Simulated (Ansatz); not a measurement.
**TaGe+ (singlet): wave-function methods side by side, def2-SVP**

How much of the correlation energy of TaGe+ (singlet) does each wave-function method recover here?

Program: Ansatz 0.2.0, Gaussian basis. Level of theory: def2-SVP, core rule «outside noble gas», up to 18 orbitals frozen. These are calculated values, not measurements.

The runs, in order: UHF; CCSD(T) on RHF; CCSD(T) on UHF; CISD; CCSDT(Q) on RHF; CCSDT(Q) on UHF; CASSCF and MRCISD+Q, 8 electrons in 10 orbitals; CASSCF and NEVPT4(SD), 8 electrons in 10 orbitals; CASSCF and NEVPT2, 8 electrons in 10 orbitals.

22 further runs of the same task are left out: 7 for a known fault of the program, 6 that didn't finish, 9 set aside as unsound or not needed. Runs told in other sessions of the task aren't counted.

**1. What is computed**

The geometry is a PBE0/def2-TZVP stationary point (not a proven minimum) of the parent state, kept for this charge and spin. No spin-orbit coupling is included. Elements past krypton take def2 core potentials. The filled d shell of Ge may be among the frozen orbitals whatever the setting's name suggests.

2 atoms, charge 1, spin multiplicity 1.

Atoms are counted from 1 here; the program's logs count them from 0.

Bond lengths: Ta1–Ge2 2.421 Å.

In the tables R marks a restricted determinant and U an unrestricted one; 'valence' is the active space of 8 electrons in 10 orbitals; energies count from the table's Hartree-Fock row.

**2. UHF**

in.yaml reads:

```yaml
crystal:
  periodic: [false, false, false]
  atoms:
    - {symbol: Ta, position_ang: [0.000000, 0.000000, 0.000000]}
    - {symbol: Ge, position_ang: [0.000000, 0.000000, 2.421200]}
basis:
  gaussian: {orbitals: def2-SVP}
total_charge: 1
magnetization: {spin_polarized: true, initial_magnetization: 0}
hamiltonian: {xc: hf}
output: {orbitals: {seedname: orbitals}}
```

Command:

```console
ansatz run in.yaml --threads 1 --pin off --events-out ev --progress --plain --max-ram 2393MiB
```

The program printed, shortened:

```text
Functional definition: HF
  name "HF"
  cite "Fock, Z. Phys. 61, 126 (1930) doi:10.1007/BF01340294"
  parent pbe
[...]
630 factors; integrals over basis functions are off by at most 5.0e-4 eV
[...]
mean field -57990.86042017 eV, -2131.1248128244 hartree, gradient 4.1e-6 eV, S^2 2.763613; 18 other end points of the search recorded, 0 dependent functions left out
reference -57990.86042017 eV, -2131.1248128244 hartree; 22, 22 occupied and 42, 42 virtual orbitals, 630 factors
Total energy: -57990.86042017 eV, -2131.1248128244 hartree
```

Wall time 19 s (1 thread of Arm Neoverse V1, shared host).

From the report: ⟨S²⟩ of the determinant 2.764 (pure singlet: 0.00). The determinant of HF (⟨S²⟩ 2.76) is far from a pure spin state, so its energy mixes those of several spin states; that is harmless only where they are near-degenerate.

The unrestricted solution breaks the spin symmetry, so the restricted determinant is unstable here.

**3. CCSD(T) on RHF**

in.yaml: that of step 2 with these lines changed.

```diff
@@ -8,4 +8,3 @@
 total_charge: 1
-magnetization: {spin_polarized: true, initial_magnetization: 0}
-hamiltonian: {xc: hf}
-output: {orbitals: {seedname: orbitals}}
+magnetization: {spin_polarized: false}
+correlation: {method: ccsd_t, electrons: outside_noble_gas}
```

Same command.

The program printed, shortened:

```text
Functional definition: HF
  name "HF"
  cite "Fock, Z. Phys. 61, 126 (1930) doi:10.1007/BF01340294"
  parent pbe
[...]
630 factors; integrals over basis functions are off by at most 5.0e-4 eV
[...]
mean field -57989.16231882 eV, -2131.0624087506 hartree, gradient 2.0e-6 eV, S^2 0.000000; 20 other end points of the search recorded, 0 dependent functions left out; unrestricted orbitals would lower it
[...]
determinant -57989.16231882 eV, -2131.0624087506 hartree, with singles and doubles -57994.54029799 eV, -2131.2600458400 hartree
determinant -57988.82480914 eV, -2131.0500054986 hartree, with singles and doubles -57993.89149850 eV, -2131.2362028983 hartree
determinant -57987.87717578 eV, -2131.0151806152 hartree, with singles and doubles -57992.97839041 eV, -2131.2026467948 hartree
determinant -57986.52627442 eV, -2130.9655359056 hartree, with singles and doubles -57992.89602392 eV, -2131.1996198823 hartree
determinant -57986.52161308 eV, -2130.9653646048 hartree, with singles and doubles -57990.73921125 eV, -2131.1203584785 hartree
determinant -57986.09957865 eV, -2130.9498551254 hartree, with singles and doubles -57991.84064764 eV, -2131.1608355192 hartree
unrestricted determinant -57990.86042018 eV, -2131.1248128246 hartree, S^2 2.7636
18 core orbitals not correlated: weight in the atoms' cores, before any rotation towards them, 0.999 or more for the frozen orbitals, at most 0.001 for the correlated occupied ones
reference -57989.16231882 eV, -2131.0624087506 hartree; 4, 4 occupied and 42, 42 virtual orbitals, 630 factors
second order -5.06211187 eV of doubles, -0.00000000 eV of singles
cycle   1  -5.34879781 eV  change   -4.7e-2 eV  update   2.0e-2
[...]
cycle  16  -5.36660143 eV  change   -3.8e-6 eV  update   7.8e-6
perturbative correction -0.49637513 eV, -0.0182414495 hartree
Total energy: -57995.02529537 eV, -2131.2778691649 hartree
```

Run time: 44 s. Hardware: 1 thread of Arm Neoverse V1, shared host.

From the report: correlation -5.8630 eV; T1 0.066; largest double amplitude 0.14.

**4. CCSD(T) on UHF**

in.yaml: that of step 3 with these lines changed.

```diff
@@ -8,3 +8,3 @@
 total_charge: 1
-magnetization: {spin_polarized: false}
+magnetization: {spin_polarized: true, initial_magnetization: 0}
 correlation: {method: ccsd_t, electrons: outside_noble_gas}
```

Same command.

The program printed, shortened:

```text
Functional definition: HF
  name "HF"
  cite "Fock, Z. Phys. 61, 126 (1930) doi:10.1007/BF01340294"
  parent pbe
[...]
630 factors; integrals over basis functions are off by at most 5.0e-4 eV
[...]
mean field -57990.86042017 eV, -2131.1248128244 hartree, gradient 6.9e-6 eV, S^2 2.763612; 36 other end points of the search recorded, 0 dependent functions left out
determinant -57990.86042017 eV, -2131.1248128244 hartree, with singles and doubles -57994.35062731 eV, -2131.2530755711 hartree
determinant -57990.76643579 eV, -2131.1213589619 hartree, with singles and doubles -57994.34426509 eV, -2131.2528417635 hartree
determinant -57990.75781429 eV, -2131.1210421276 hartree, with singles and doubles -57994.44685195 eV, -2131.2566117613 hartree
determinant -57990.54821615 eV, -2131.1133395383 hartree, with singles and doubles -57994.13634805 eV, -2131.2452009532 hartree
[...]
determinant -57990.01462851 eV, -2131.0937305539 hartree, with singles and doubles -57994.59255025 eV, -2131.2619660751 hartree
determinant -57989.84849430 eV, -2131.0876252345 hartree, with singles and doubles -57994.14331445 eV, -2131.2454569640 hartree
18 core orbitals not correlated: weight in the atoms' cores, before any rotation towards them, 0.999 or more for the frozen orbitals, at most 0.001 for the correlated occupied ones
reference -57990.46589953 eV, -2131.1103144582 hartree; 4, 4 occupied and 42, 42 virtual orbitals, 630 factors
second order -3.30859545 eV of doubles, -0.00000000 eV of singles
cycle   1  -4.25759269 eV  change    6.5e-7 eV  update   6.6e-6
[...]
cycle   5  -4.25757712 eV  change    3.9e-6 eV  update   2.3e-6
perturbative correction -0.30835640 eV, -0.0113318888 hartree
WARN: the results are in doubt because among natural orbitals the method converges to other amplitudes
Total energy: -57995.03183305 eV, -2131.2781094203 hartree
In doubt: among natural orbitals the method converges to other amplitudes
```

Run time: 2.1 min. Hardware: 1 thread of Arm Neoverse V1, shared host.

From the report: ⟨S²⟩ of the determinant 2.025 (pure singlet: 0.00); correlation -4.5659 eV; T1 0.083; largest double amplitude 0.11. The determinant of CCSD(T) (⟨S²⟩ 2.03) is far from a pure spin state, so its energy mixes those of several spin states; high orders of coupled cluster remove much of that, low ones don't. The program marks this result as in doubt; its last lines say why.

**5. CISD**

in.yaml: that of step 4 with these lines changed.

```diff
@@ -8,3 +8,2 @@
 total_charge: 1
-magnetization: {spin_polarized: true, initial_magnetization: 0}
-correlation: {method: ccsd_t, electrons: outside_noble_gas}
+correlation: {active_space: {ras: {orbitals: [4, 0, 42], electrons: 8, max_holes: 2, max_particles: 2}, fixed_orbitals: true}}
```

Same command.

The program printed, shortened:

```text
Functional definition: HF
  name "HF"
  cite "Fock, Z. Phys. 61, 126 (1930) doi:10.1007/BF01340294"
  parent pbe
[...]
630 factors; integrals over basis functions are off by at most 5.0e-4 eV
[...]
mean field -57989.16231882 eV, -2131.0624087506 hartree, gradient 2.0e-6 eV, S^2 0.000000; 17 other end points of the search recorded, 0 dependent functions left out
reference -57989.16231882 eV, -2131.0624087506 hartree; 22, 22 occupied and 42, 42 virtual orbitals, 630 factors
state -57993.95870434 eV, -2131.2386726675 hartree
Total energy: -57993.95870434 eV, -2131.2386726675 hartree
```

It took 7.5 s on 1 thread of Arm Neoverse V1, shared host.

From the report: 10,147 determinants.

**6. CCSDT(Q) on RHF**

in.yaml: that of step 5 with these lines changed.

```diff
@@ -8,2 +8,3 @@
 total_charge: 1
-correlation: {active_space: {ras: {orbitals: [4, 0, 42], electrons: 8, max_holes: 2, max_particles: 2}, fixed_orbitals: true}}
+magnetization: {spin_polarized: false}
+correlation: {method: ccsdt_q, electrons: outside_noble_gas}
```

Launched as before.

The program printed, shortened:

```text
Functional definition: HF
  name "HF"
  cite "Fock, Z. Phys. 61, 126 (1930) doi:10.1007/BF01340294"
  parent pbe
[...]
1077 factors; integrals over basis functions are off by at most 1.5e-7 eV
[...]
mean field -57989.16237892 eV, -2131.0624109593 hartree, gradient 4.2e-6 eV, S^2 0.000000; 21 other end points of the search recorded, 0 dependent functions left out; unrestricted orbitals would lower it
[...]
determinant -57989.16237892 eV, -2131.0624109593 hartree, with singles and doubles -57994.54037336 eV, -2131.2600486095 hartree
determinant -57988.82485176 eV, -2131.0500070648 hartree, with singles and doubles -57993.89156919 eV, -2131.2362054960 hartree
determinant -57987.87721424 eV, -2131.0151820284 hartree, with singles and doubles -57992.97844746 eV, -2131.2026488916 hartree
determinant -57986.52633753 eV, -2130.9655382250 hartree, with singles and doubles -57992.89609181 eV, -2131.1996223771 hartree
determinant -57986.52164649 eV, -2130.9653658326 hartree, with singles and doubles -57990.73929696 eV, -2131.1203616283 hartree
determinant -57986.09963300 eV, -2130.9498571229 hartree, with singles and doubles -57991.84071258 eV, -2131.1608379059 hartree
unrestricted determinant -57990.86046383 eV, -2131.1248144289 hartree, S^2 2.7636
18 core orbitals not correlated: weight in the atoms' cores, before any rotation towards them, 0.999 or more for the frozen orbitals, at most 0.001 for the correlated occupied ones
reference -57989.16237892 eV, -2131.0624109593 hartree; 4, 4 occupied and 42, 42 virtual orbitals, 1077 factors
second order -5.06214980 eV of doubles, -0.00000000 eV of singles
cycle   1  -4.80166416 eV  change    2.6e-1 eV  update   2.0e-1
[...]
cycle  32  -5.91511156 eV  change    2.8e-8 eV  update   7.3e-7
perturbative correction -0.09958340 eV, -0.0036596226 hartree
Total energy: -57995.17707388 eV, -2131.2834469222 hartree
```

Run time: 78 s. Hardware: 1 thread of Arm Neoverse V1, shared host; peak memory 0.26 GiB.

From the report: correlation -6.0147 eV; T1 0.076; largest double amplitude 0.22.

**7. CCSDT(Q) on UHF**

in.yaml: that of step 6 with these lines changed.

```diff
@@ -8,3 +8,3 @@
 total_charge: 1
-magnetization: {spin_polarized: false}
+magnetization: {spin_polarized: true, initial_magnetization: 0}
 correlation: {method: ccsdt_q, electrons: outside_noble_gas}
```

The command is unchanged.

The program printed, shortened:

```text
Functional definition: HF
  name "HF"
  cite "Fock, Z. Phys. 61, 126 (1930) doi:10.1007/BF01340294"
  parent pbe
[...]
1077 factors; integrals over basis functions are off by at most 1.5e-7 eV
[...]
mean field -57990.86046384 eV, -2131.1248144290 hartree, gradient 2.1e-6 eV, S^2 2.763609; 39 other end points of the search recorded, 0 dependent functions left out
determinant -57990.86046384 eV, -2131.1248144290 hartree, with singles and doubles -57994.34994388 eV, -2131.2530504552 hartree
determinant -57990.76648074 eV, -2131.1213606137 hartree, with singles and doubles -57994.34376538 eV, -2131.2528233995 hartree
determinant -57990.75786021 eV, -2131.1210438154 hartree, with singles and doubles -57994.44310949 eV, -2131.2564742283 hartree
determinant -57990.54826563 eV, -2131.1133413567 hartree, with singles and doubles -57994.13475361 eV, -2131.2451423588 hartree
[...]
determinant -57990.01468147 eV, -2131.0937325003 hartree, with singles and doubles -57994.59263322 eV, -2131.2619691241 hartree
determinant -57989.84854810 eV, -2131.0876272114 hartree, with singles and doubles -57994.14339210 eV, -2131.2454598176 hartree
18 core orbitals not correlated: weight in the atoms' cores, before any rotation towards them, 0.999 or more for the frozen orbitals, at most 0.001 for the correlated occupied ones
reference -57990.46595103 eV, -2131.1103163509 hartree; 4, 4 occupied and 42, 42 virtual orbitals, 1077 factors
second order -3.30860767 eV of doubles, -0.00000000 eV of singles
cycle   1  -3.67658787 eV  change   -3.7e-1 eV  update   1.3e-1
[...]
cycle  69  -4.93517274 eV  change   -2.9e-7 eV  update   3.7e-7
perturbative correction -0.23542930 eV, -0.0086518671 hartree
WARN: the results are in doubt because among natural orbitals the method converges to other amplitudes
Total energy: -57995.63655307 eV, -2131.3003324710 hartree
In doubt: among natural orbitals the method converges to other amplitudes
```

It took 4.4 min on 1 thread of Arm Neoverse V1, shared host; peak memory 0.43 GiB.

From the report: ⟨S²⟩ of the determinant 2.025 (pure singlet: 0.00); correlation -5.1706 eV; T1 0.094; largest double amplitude 0.70. The determinant of CCSDT(Q) (⟨S²⟩ 2.03) is far from a pure spin state, so its energy mixes those of several spin states; high orders of coupled cluster remove much of that, low ones don't. Mind the lines of doubt at the end of the log.

**8. CASSCF and MRCISD+Q, 8 electrons in 10 orbitals**

in.yaml reads:

```yaml
crystal:
  periodic: [false, false, false]
  atoms:
    - {symbol: Ta, position_ang: [0.000000, 0.000000, 0.000000]}
    - {symbol: Ge, position_ang: [0.000000, 0.000000, 2.421200]}
basis:
  gaussian: {orbitals: def2-SVP}
total_charge: 1
correlation: {method: fic_mrcisd_q, electrons: outside_noble_gas, active_space: {window: {electrons: 8, orbitals: 10}, shells: [{species: Ge, l: s, shell: 4}, {species: Ge, l: p, shell: 4}, {species: Ta, l: s, shell: 6}, {species: Ta, l: d, shell: 5}]}}
```

Same command.

The program printed, shortened:

```text
Functional definition: HF
  name "HF"
  cite "Fock, Z. Phys. 61, 126 (1930) doi:10.1007/BF01340294"
  parent pbe
[...]
1077 factors; integrals over basis functions are off by at most 1.5e-7 eV
[...]
mean field -57989.16237892 eV, -2131.0624109593 hartree, gradient 4.2e-6 eV, S^2 0.000000; 19 other end points of the search recorded, 0 dependent functions left out; unrestricted orbitals would lower it
reference -57989.16237892 eV, -2131.0624109593 hartree; 22, 22 occupied and 42, 42 virtual orbitals, 1077 factors
state -57992.54267855 eV, -2131.1866346796 hartree
contracted CI cycle   1: correlation 0.00000000 eV, 0.0000000000 hartree, residual 1.05e1 eV
contracted CI cycle   2: correlation -2.35297320 eV, -0.0864701703 hartree, residual 2.14e0 eV
contracted CI cycle   3: correlation -2.45970086 eV, -0.0903923393 hartree, residual 5.75e-1 eV
contracted CI cycle   4: correlation -2.46875813 eV, -0.0907251881 hartree, residual 2.36e-1 eV
contracted CI cycle   5: correlation -2.47051486 eV, -0.0907897467 hartree, residual 1.10e-1 eV
contracted CI cycle   6: correlation -2.47084930 eV, -0.0908020370 hartree, residual 4.27e-2 eV
contracted CI cycle   7: correlation -2.47089773 eV, -0.0908038168 hartree, residual 1.55e-2 eV
contracted CI cycle   8: correlation -2.47090371 eV, -0.0908040366 hartree, residual 5.42e-3 eV
contracted CI cycle   9: correlation -2.47090441 eV, -0.0908040622 hartree, residual 1.83e-3 eV
contracted CI cycle  10: correlation -2.47090449 eV, -0.0908040652 hartree, residual 6.68e-4 eV
state -57992.54267855 eV, -2131.1866346796 hartree; corrected -57995.18223349 eV, -2131.2836365343 hartree
Total energy: -57995.18223349 eV, -2131.2836365343 hartree
Checks for a lower state left out: starts, orbital_swaps
```

Wall time 28 s (1 thread of Arm Neoverse V1, shared host); peak memory 0.59 GiB.

From the report: 11,124 determinants; active occupations 1.97, 1.82, 1.82, 1.82, 0.17, 0.13, 0.13, 0.07, 0.07, 0.02.

**9. CASSCF and NEVPT4(SD), 8 electrons in 10 orbitals**

in.yaml reads:

```yaml
crystal:
  periodic: [false, false, false]
  atoms:
    - {symbol: Ta, position_ang: [0.000000, 0.000000, 0.000000]}
    - {symbol: Ge, position_ang: [0.000000, 0.000000, 2.421200]}
basis:
  gaussian: {orbitals: def2-SVP}
total_charge: 1
correlation: {method: fic_nevpt4_sd, electrons: outside_noble_gas, active_space: {window: {electrons: 8, orbitals: 10}, shells: [{species: Ge, l: s, shell: 4}, {species: Ge, l: p, shell: 4}, {species: Ta, l: s, shell: 6}, {species: Ta, l: d, shell: 5}]}}
```

The command is unchanged.

The program printed, shortened:

```text
Functional definition: HF
  name "HF"
  cite "Fock, Z. Phys. 61, 126 (1930) doi:10.1007/BF01340294"
  parent pbe
[...]
1077 factors; integrals over basis functions are off by at most 1.5e-7 eV
[...]
mean field -57989.16237892 eV, -2131.0624109593 hartree, gradient 4.2e-6 eV, S^2 0.000000; 19 other end points of the search recorded, 0 dependent functions left out; unrestricted orbitals would lower it
reference -57989.16237892 eV, -2131.0624109593 hartree; 22, 22 occupied and 42, 42 virtual orbitals, 1077 factors
state -57992.54267855 eV, -2131.1866346796 hartree
state -57992.54267855 eV, -2131.1866346796 hartree; corrected -57995.10172256 eV, -2131.2806778121 hartree
Total energy: -57995.10172256 eV, -2131.2806778121 hartree
Checks for a lower state left out: starts, orbital_swaps
```

Wall time 26 s (1 thread of Arm Neoverse V1, shared host); peak memory 0.59 GiB.

From the report: 11,124 determinants; active occupations 1.97, 1.82, 1.82, 1.82, 0.17, 0.13, 0.13, 0.07, 0.07, 0.02.

**10. CASSCF and NEVPT2, 8 electrons in 10 orbitals**

in.yaml reads:

```yaml
crystal:
  periodic: [false, false, false]
  atoms:
    - {symbol: Ta, position_ang: [0.000000, 0.000000, 0.000000]}
    - {symbol: Ge, position_ang: [0.000000, 0.000000, 2.421200]}
basis:
  gaussian: {orbitals: def2-SVP}
total_charge: 1
correlation: {method: sc_nevpt2, electrons: outside_noble_gas, active_space: {window: {electrons: 8, orbitals: 10}, shells: [{species: Ge, l: s, shell: 4}, {species: Ge, l: p, shell: 4}, {species: Ta, l: s, shell: 6}, {species: Ta, l: d, shell: 5}]}}
```

The command is unchanged.

The program printed, shortened:

```text
Functional definition: HF
  name "HF"
  cite "Fock, Z. Phys. 61, 126 (1930) doi:10.1007/BF01340294"
  parent pbe
[...]
1077 factors; integrals over basis functions are off by at most 1.5e-7 eV
[...]
mean field -57989.16237892 eV, -2131.0624109593 hartree, gradient 4.2e-6 eV, S^2 0.000000; 19 other end points of the search recorded, 0 dependent functions left out; unrestricted orbitals would lower it
reference -57989.16237892 eV, -2131.0624109593 hartree; 22, 22 occupied and 42, 42 virtual orbitals, 1077 factors
state -57992.54267855 eV, -2131.1866346796 hartree
state -57992.54267855 eV, -2131.1866346796 hartree; corrected -57994.55972474 eV, -2131.2607597596 hartree
Total energy: -57994.55972474 eV, -2131.2607597596 hartree
Checks for a lower state left out: starts, orbital_swaps
```

It took 25 s on 1 thread of Arm Neoverse V1, shared host.

From the report: 11,124 determinants; active occupations 1.97, 1.82, 1.82, 1.82, 0.17, 0.13, 0.13, 0.07, 0.07, 0.02.

**11. How many determinants matter**

Natural occupations of the CASSCF valence state about the gap (report; correlated orbitals 1 to 10): 1.972, 1.820, 1.820, 1.817, 0.170, 0.126, 0.126, 0.065, 0.065, 0.018. The count of effectively unpaired electrons, Σ n²(2 − n)², is 0.57; a single determinant of this spin has 0.

**12. All levels against the top one**

No level here is safe as a reference; RCCSDT(Q) serves as a yardstick only. Rows without a time are mean-field rows or come out of runs for another level: lower rungs of the coupled-cluster runs, CASSCF and MRCISD of the multireference runs, or the Hartree-Fock search.

Differences are taken before rounding.

```csv
method,energy from the lowest RHF (meV),from RCCSDT(Q) (meV),time
RHF,0.0,+6014.8,
RMP2,-5062.1,+952.6,
UMP2,-4612.2,+1402.6,
CISD,-4796.4,+1218.4,7.5 s
RCCSD,-5366.6,+648.2,
UCCSD,-5561.2,+453.6,
RCCSD(T),-5863.0,+151.8,44 s
UCCSD(T),-5869.5,+145.2,2.1 min
RCCSDT,-5915.2,+99.6,
UCCSDT,-6238.8,-224.0,
RCCSDT(Q),-6014.8,0,78 s
UCCSDT(Q),-6474.2,-459.5,4.4 min
CASSCF valence,-3380.4,+2634.4,
NEVPT2 valence,-5397.4,+617.3,25 s
NEVPT4(SD) valence,-5939.4,+75.4,26 s
MRCISD valence,-5851.3,+163.5,
MRCISD+Q valence,-6019.9,-5.2,28 s
```

Among the levels timed on like hardware and quicker than the yardstick, those that no quicker one beats, quickest first: CISD (7.5 s, +1218.4 meV); NEVPT2 valence (25 s, +617.3 meV); NEVPT4(SD) valence (26 s, +75.4 meV); MRCISD+Q valence (28 s, -5.2 meV).

Left out of the table: UHF (another determinant or state than the rows shown).

The program flags UCCSD(T), UCCSDT(Q) as in doubt (see the logs), so read those rows with care; the flags are other amplitudes.

**13. Summary of results**

| quantity | value |
| --- | --- |
| RCCSDT(Q) from the RHF energy | -6.0148 eV |
| RMP2 from RCCSDT(Q) | +952.6 meV |
| UMP2 from RCCSDT(Q) | +1402.6 meV |
| RCCSD from RCCSDT(Q) | +648.2 meV |
| RCCSD(T) from RCCSDT(Q) | +151.8 meV |
| UCCSD(T) from RCCSDT(Q) | +145.2 meV |
| UCCSDT(Q) from RCCSDT(Q) | -459.5 meV |
| NEVPT2 valence from RCCSDT(Q) | +617.3 meV |
| NEVPT4(SD) valence from RCCSDT(Q) | +75.4 meV |
| MRCISD+Q valence from RCCSDT(Q) | -5.2 meV |
| T1 diagnostic | 0.066 |
| effectively unpaired electrons | 0.57 |

RCCSD(T) lands +151.8 meV from the yardstick (2.5 % of the correlation energy). The occupations show static correlation (0.57 effectively unpaired electrons where one determinant has 0). Coupled cluster took another determinant than the lowest Hartree-Fock one. Warnings: restricted reference is unstable; spin contamination; coupled cluster took another determinant than the lowest; large T1 diagnostic.

The restricted and unrestricted ladders end 0.46 eV apart at CCSDT(Q), which points to two states or an unsound top rung; rows of one don't measure the error of the other.
